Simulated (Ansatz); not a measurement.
# GeH4O: the cost of one run

Program: Ansatz 0.2.0. Level of theory: RKS r2SCAN-D4/def2-SVP. These are calculated values, not measurements.

## Step 1: The system as given

Bond lengths: Ge1–O2 1.770 Å, O2–H3 1.010 Å, Ge1–H4 1.550 Å, Ge1–H5 1.549 Å, Ge1–H6 1.549 Å. Angles: Ge1–O2–H3 109.5°, O2–Ge1–H4 109.5°, O2–Ge1–H5 109.5°, O2–Ge1–H6 109.5°, H4–Ge1–H5 109.5°, H4–Ge1–H6 109.5°, H5–Ge1–H6 109.5°.

Coordinates:

```xyz
6

Ge    0.0000    0.0000    0.0000
O     0.0000    0.0000    1.7700
H    -0.9095   -0.2814    2.1071
H     1.4616    0.0000   -0.5162
H    -0.7300    1.2648   -0.5162
H    -0.7300   -1.2648   -0.5162
```

## Step 2: Preparing the start

input.yaml reads:

```yaml
crystal:
  periodic: [false, false, false]
  atoms:
    - { symbol: Ge, position_ang: [0.0, 0.0, 0.0] }
    - { symbol: O, position_ang: [0.0, 0.0, 1.77] }
    - { symbol: H, position_ang: [-0.9095, -0.2814, 2.1071] }
    - { symbol: H, position_ang: [1.4616, 0.0, -0.5162] }
    - { symbol: H, position_ang: [-0.73, 1.2648, -0.5162] }
    - { symbol: H, position_ang: [-0.73, -1.2648, -0.5162] }
basis:
  gaussian: { orbitals: def2-SVP }
hamiltonian:
  xc: r2scan
  dispersion: d4
relax:
  f_tol: 0.02
  max_steps: 40
output:
  orbitals: {}
```

Command:

```console
ansatz run input.yaml --threads 1 --pin off --max-ram 2048MiB --backend cpu --events-out ev --progress --plain --runs-dir out
```

What time and memory should one allow on 1 thread of Arm Neoverse V2, shared host?

About 18 s, with a peak of 0.12 GiB.
